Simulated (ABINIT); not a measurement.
# Rb2In (P-1) in ABINIT: single point with LDA

Aim: the single point of Rb2In with LDA.

Everything below comes from runs of ABINIT 10.8.3 (patched build). Logs are shortened: lines on timing, memory, paths and dates and some standing lists are left out, and cuts for length are marked. The log counts tension as positive stress, the text compression.

## (1) The cell of the first run

The typed cell holds 3 atoms: a = 5.663 Å, b = 5.566 Å, c = 5.669 Å, α = 58.38°, β = 59.98°, γ = 60.30°.

The cell was built by a generator and needn't be a form met in nature.

## (2) Single point, LDA (cell strained at random)

run.abi reads:

```
# Pseudopotentials
pp_dirpath "./"
pseudos "Rb.LDA_PW-JTH.xml, In.LDA_PW-JTH_sp.xml"

# Structure
acell 5.6634055072 5.5657440436 5.6692491026 Angstrom
rprim
    -0.0043627460     0.7120627324     0.7021022943
     0.7174517852     0.0135056516     0.6964772310
     0.7123978726     0.7017564281     0.0052140944
ntypat 2
znucl 37 49
natom 3
typat 1 1 2
xcart
     2.0018015000     2.0215752500     1.9705660000
     6.0054045000     6.0647257500     5.9116980000
     0.0000000000     0.0000000000     0.0000000000 Angstrom
chkprim 0
chksymtnons 0
tolsym 1.0e-6

# Plane-wave basis
ecut 12.0
pawecutdg 24.0

# k points
kptopt 1
ngkpt 4 4 4
nshiftk 1
shiftk 0.0 0.0 0.0

# Exchange and correlation
ixc 7

# Bands and occupations
nband 15
occopt 3
tsmear 0.05 eV

# SCF cycle
nstep 100
tolvrs 1.0e-9

# Output
iomode 3
prtwf 0
prtden 0
prteig 0
prtebands 0
enunit 2
```

Potentials or basis: JTH PAW LDA v2.0 sp.

On the command line:

```sh
> abinit run.abi > log 2>&1
```

run.abo:

```text
.Version 10.8.3 of ABINIT
 Symmetries : space group P-1 (#  2); Bravais aP (primitive triclinic)
================================================================================
 Values of the parameters that define the memory need of the present run
     intxc =       0    ionmov =       0      iscf =      17    lmnmax =      13
     lnmax =       5     mgfft =      36  mpssoang =       3    mqgrid =    3001
     natom =       3  nloc_mem =       2    nspden =       1   nspinor =       1
    nsppol =       1      nsym =       2    n1xccc =       1    ntypat =       2
    occopt =       3   xclevel =       1
       mpw =        1686          nfft =       46656          nkpt =          36
 PAW method is used; the additional fine FFT grid is defined by:
   mgfftf=        48    nfftf =    110592
================================================================================
================================================================================

--------------------------------------------------------------------------------
------------- Echo of variables that govern the present computation ------------
--------------------------------------------------------------------------------
 -outvars: echo values of preprocessed input variables --------
            acell      1.0702285349E+01  1.0517731929E+01  1.0713328143E+01 Bohr
              amu      8.54678000E+01  1.14820000E+02
          chkprim           0
      chksymtnons           0
             ecut      1.20000000E+01 Hartree
           enunit           2
              ixc           7
         kptrlatt        4    0    0      0    4    0      0    0    4
          kptrlen      4.14265400E+01
            natom           3
            nband          15
            ngfft          36      36      36
          ngfftdg          48      48      48
             nkpt          36
            nstep         100
             nsym           2
           ntypat           2
           occopt           3
        pawecutdg      2.40000000E+01 Hartree
           prtden           0
        prtebands           0
           prteig           0
            prtwf           0
            rprim     -4.3627460000E-03  7.1206273240E-01  7.0210229430E-01
                       7.1745178520E-01  1.3505651600E-02  6.9647723100E-01
                       7.1239787260E-01  7.0175642810E-01  5.2140944000E-03
          spgroup           2
           tolsym      1.00000000E-06
           tolvrs      1.00000000E-09
           tsmear      1.83746611E-03 Hartree
            typat      1  1  2
           useylm           1
           xangst      2.0018015001E+00  2.0215752502E+00  1.9705660000E+00
                       6.0054045001E+00  6.0647257502E+00  5.9116980000E+00
                       0.0000000000E+00  0.0000000000E+00  0.0000000000E+00
            xcart      3.7828565937E+00  3.8202235657E+00  3.7238300531E+00
                       1.1348569781E+01  1.1460670697E+01  1.1171490159E+01
[... 157 lines left out ...]
    3     -0.00000000000000    -0.00000000000000    -0.00000000000000
 frms,max,avg= 5.2159142E-02 9.5865333E-02   0.000E+00  0.000E+00  0.000E+00 e/A
 length scales= 10.702285348566 10.517731929307 10.713328143462 bohr
              =  5.663405507200  5.565744043600  5.669249102600 angstroms
 Fermi (or HOMO) energy (hartree) =   0.01720   Average Vxc (hartree)=  -0.29712
 Eigenvalues (hartree) for nkpt=  36  k points:
 kpt#   1, nband= 15, wtk=  0.01563, kpt=  0.0000  0.0000  0.0000 (reduced coord)
  -1.01329   -1.00972   -0.43760   -0.43605   -0.43469   -0.42451   -0.42371   -0.42234
  -0.19788    0.00872    0.00963    0.01373    0.07579    0.10849    0.11242
      occupation numbers for kpt#   1
   2.00000    2.00000    2.00000    2.00000    2.00000    2.00000    2.00000    2.00000
   2.00000    1.98041    1.96804    1.73725    0.00000    0.00000    0.00000
 prteigrs : prtvol=0 or 1, do not print more k-points.

 Fermi (or HOMO) energy (eV) =   0.46812   Average Vxc (eV)=  -8.08509
 Eigenvalues (   eV  ) for nkpt=  36  k points:
 kpt#   1, nband= 15, wtk=  0.01563, kpt=  0.0000  0.0000  0.0000 (reduced coord)
 -27.57311  -27.47590  -11.90760  -11.86541  -11.82858  -11.55145  -11.52978  -11.49252
  -5.38464    0.23733    0.26211    0.37368    2.06232    2.95225    3.05909
 prteigrs : prtvol=0 or 1, do not print more k-points.

--- !EnergyTerms
iteration_state     : {dtset: 1, }
comment             : Components of total free energy in Hartree
kinetic             :  1.79346324676056E+01
hartree             :  1.15452626297030E+01
xc                  : -1.65926058377835E+01
Ewald energy        : -3.49028082579121E+01
psp_core            :  3.14212247032151E+00
local_psp           : -2.77220323263917E+01
PAW spherical_terms : -4.48510307927806E+00
internal            : -5.10805319337353E+01
'-kT*entropy'       : -1.65411972351820E-03
total_energy        : -5.10821860534588E+01
total_energy_eV     : -1.39001709498973E+03
...

--- !EnergyTermsDC
iteration_state     : {dtset: 1, }
comment             : '"Double-counting" decomposition of free energy'
band_energy         : -9.58736597070732E+00
Ewald energy        : -3.49028082579121E+01
psp_core            :  3.14212247032151E+00
xc_dc               : -1.34414726023243E+01
PAW spherical_terms :  3.70898816111208E+00
internal            : -5.10805361995101E+01
'-kT*entropy'       : -1.65411972351820E-03
total_energy_dc     : -5.10821903192336E+01
total_energy_dc_eV  : -1.39001721106738E+03
...

--- !EnergyTermsWithPAWCore
iteration_state     : {dtset: 1, }
comment             : 'Components of total free energy, including PAW core contributions'
Total energy        : -1.18319015917217E+04
Total energy DC     : -1.18319015959875E+04
Total energy (eV)   : -3.21962444236778E+05
Total energy DC (eV): -3.21962444352855E+05
...

 Cartesian components of stress tensor (hartree/bohr^3)
  sigma(1 1)= -1.15910446E-04  sigma(3 2)=  8.38706625E-06
  sigma(2 2)= -1.18612205E-04  sigma(3 1)= -4.84327580E-06
  sigma(3 3)= -1.21807958E-04  sigma(2 1)=  2.12020000E-06

-Cartesian components of stress tensor (GPa)         [Pressure=  3.4945E+00 GPa]
- sigma(1 1)= -3.41020307E+00  sigma(3 2)=  2.46756008E-01
- sigma(2 2)= -3.48969155E+00  sigma(3 1)= -1.42494094E-01
- sigma(3 3)= -3.58371385E+00  sigma(2 1)=  6.23784377E-02

== END DATASET(S) ==============================================================
================================================================================

 -outvars: echo values of variables after computation  --------
            acell      1.0702285349E+01  1.0517731929E+01  1.0713328143E+01 Bohr
           etotal     -5.1082190319E+01
            fcart     -1.8642839172E-03  1.0206412385E-03 -3.3565744837E-04
                       1.8642839172E-03 -1.0206412385E-03  3.3565744837E-04
                      -0.0000000000E+00 -0.0000000000E+00 -0.0000000000E+00
            rprim     -4.3627460000E-03  7.1206273240E-01  7.0210229430E-01
                       7.1745178520E-01  1.3505651600E-02  6.9647723100E-01
                       7.1239787260E-01  7.0175642810E-01  5.2140944000E-03
           strten     -1.1591044629E-04 -1.1861220482E-04 -1.2180795801E-04
                       8.3870662546E-06 -4.8432757989E-06  2.1202000030E-06
           xangst      2.0018015001E+00  2.0215752502E+00  1.9705660000E+00
                       6.0054045001E+00  6.0647257502E+00  5.9116980000E+00
                       0.0000000000E+00  0.0000000000E+00  0.0000000000E+00
             xred      2.5000000001E-01  2.5000000000E-01  2.5000000002E-01
                       7.4999999999E-01  7.5000000000E-01  7.4999999998E-01
                       0.0000000000E+00  0.0000000000E+00  0.0000000000E+00
 Calculation completed.
```

Wall time 30 s (1 thread of Arm Neoverse V2, shared host); peak memory 0.11 GiB.

Results:

```
Free energy                                           : -1390.0172 eV
Pressure                                              : 3.5 GPa
Largest force                                         : 0.111 eV/Å
Band gap on the k mesh                                : none (metal or under the smearing width)
Valence electrons inside the program's atomic spheres : Rb 6.89; In 2.06
```

Forces on the atoms (eV/Å):
```
Rb  -0.096  0.052 -0.017
Rb   0.096 -0.052  0.017
In   0.000  0.000  0.000
```

Levels at points of the mesh, in eV from the Fermi level:
```
           k point  band 8  band 9  band 10  band 11  band 12  band 13
(0.00, 0.00, 0.00)  -11.96   -5.85    -0.23    -0.21    -0.09     1.59
(0.50, 0.00, 0.00)  -12.16   -5.15    -1.14     0.31     0.45     2.97
(0.00, 0.50, 0.00)  -12.16   -5.10    -1.03     0.33     0.36     3.02
(0.50, 0.50, 0.00)  -11.87   -4.96    -1.36     0.64     0.67     1.00
(0.00, 0.00, 0.50)  -12.16   -5.12    -1.08     0.33     0.39     3.01
(0.50, 0.00, 0.50)  -11.89   -4.96    -1.39     0.66     0.72     0.96
(0.00, 0.50, 0.50)  -11.90   -4.96    -1.43     0.67     0.79     0.93
(0.50, 0.50, 0.50)  -12.16   -5.14    -1.12     0.30     0.44     2.95
```

Caveat: the cutoff is short for stress, so the pressure is rough; this set keeps more shells in the core, which shifts pressures and gaps.
